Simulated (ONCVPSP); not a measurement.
# An ONCV potential for osmium, from input to tests

Task: generate the file, and judge it by its errors in other configurations, its logarithmic derivatives, its ghosts and its cutoff.

Method: ONCVPSP 4.0.1.1 (patched build), LDA (Perdew-Wang 92), scalar-relativistic.

### 1 The design

The settings as typed:

| Property | Result |
| --- | --- |
| element | osmium (Os, Z = 76) |
| type | optimised norm-conserving Vanderbilt (ONCV) |
| frozen core | [Kr] 4d10 4f14 |
| valence charge | 16 |
| reference configuration | 5s2 5p6 5d6 6s2 |
| partial waves | 5s+6s: rc 1.90 bohr, ncon 5, nbas 9, qcut 8.2 1/bohr, 2 projectors; 5p: rc 1.55 bohr, ncon 4, nbas 8, qcut 10.7 1/bohr, 2 projectors, debl 0.6 Ha; 5d: rc 2.00 bohr, ncon 4, nbas 9, qcut 6.7 1/bohr, 2 projectors, debl 0.6 Ha |
| local potential | polynomial inside 1.30 bohr (lpopt 2, dvloc0 0 Ha) |
| core correction | not asked for |

The outer shells as boxes (Hund's rule for the drawing; the calculation is spin-unpolarised):

```
[Kr] core
4d [↑↓][↑↓][↑↓][↑↓][↑↓]
4f [↑↓][↑↓][↑↓][↑↓][↑↓][↑↓][↑↓]
5s [↑↓]
5p [↑↓][↑↓][↑↓]
5d [↑↓][↑ ][↑ ][↑ ][↑ ]
6s [↑↓]
```

### 2 The generation run

The input, Os.dat:

```
# ATOM AND REFERENCE CONFIGURATION
# atsym  z   nc   nv     iexc    psfile
  Os 76.00   10    4  -001012      upf
#
#   n    l    f
    1    0    2.00
    2    0    2.00
    2    1    6.00
    3    0    2.00
    3    1    6.00
    3    2   10.00
    4    0    2.00
    4    1    6.00
    4    2   10.00
    4    3   14.00
    5    0    2.00
    5    1    6.00
    5    2    6.00
    6    0    2.00
#
# PSEUDOPOTENTIAL AND OPTIMIZATION
# lmax
    2
#
#   l,   rc,      ep,       ncon, nbas, qcut
    0    1.90    0.00    5    9    8.20
    1    1.55    0.00    4    8   10.70
    2    2.00    0.00    4    9    6.70
#
# LOCAL POTENTIAL
# lloc, lpopt,  rc(5),   dvloc0
    4    2    1.30    0.00
#
# VANDERBILT-KLEINMAN-BYLANDER PROJECTORs
# l, nproj, debl
    0    2    0.30
    1    2    0.60
    2    2    0.60
#
# MODEL CORE CHARGE
# icmod, fcfact, rcfact
    0    0.00    0.00
#
# LOG DERIVATIVE ANALYSIS
# epsh1, epsh2, depsh
   -5.00    5.00    0.04
#
# OUTPUT GRID
# rlmax, drl
    6.00    0.01
#
# TEST CONFIGURATIONS
# ncnf
    4
# nvcnf
#   n    l    f
    4
    5    0    2.00
    5    1    6.00
    5    2    6.00
    6    0    1.00
#
    4
    5    0    2.00
    5    1    6.00
    5    2    6.00
    6    0    0.00
#
    4
    5    0    2.00
    5    1    6.00
    5    2    5.00
    6    0    0.00
#
    4
    5    0    2.00
    5    1    6.00
    5    2    6.00
    6    0    1.50
#
```

Launch:

```bash
$ oncvpsp.x < Os.dat > Os.out
```

Before running it: what results should come out? Wanted: cutoffs for 1 and 0.1 mHa per electron, occupied waves; bound ghosts; GHOST(+) flags; largest miss of a reference level; largest test error; largest phase difference near zero energy, channels read; projector energies reset by the program.

The runs gave:

```
                                                quantity                         value
  cutoffs for 1 and 0.1 mHa per electron, occupied waves               33 Ha and 40 Ha
                                            bound ghosts                s at -65.73 eV
                                          GHOST(+) flags            none at low energy
                       largest miss of a reference level                   26 meV (5s)
                            largest test error (AE − PS)  -25 meV, for 5s2 5p6 5d5 6s0
largest phase difference near zero energy, channels read                     0.007 rad
                 projector energies reset by the program           p: -1.876, 0.250 Ha
```

What this shows: It has a bound ghost (s), a state that the atom doesn't have, and that rules the file out. By total energies transferability is good: the largest error is 25 meV on 56.3 eV, for 5s2 5p6 5d5 6s0. Atomic tests can pass in spite of a ghost, since they solve only for the levels asked. It counts as of middling hardness, with 33 Ha needed at the looser tolerance. At the looser tolerance the 5p wave is the slowest; 5s needs 22 Ha. Near zero energy the phases of the channels with partial waves agree within 0.007 rad. The pseudo curves have a pole with no partner nearby in the atom's: s at -2.38 Ha. Note that the frozen 4f shell (-52 eV) lies higher than the valence 5s shell (-92 eV). These are tests on the free atom; a crystal test is still owed.
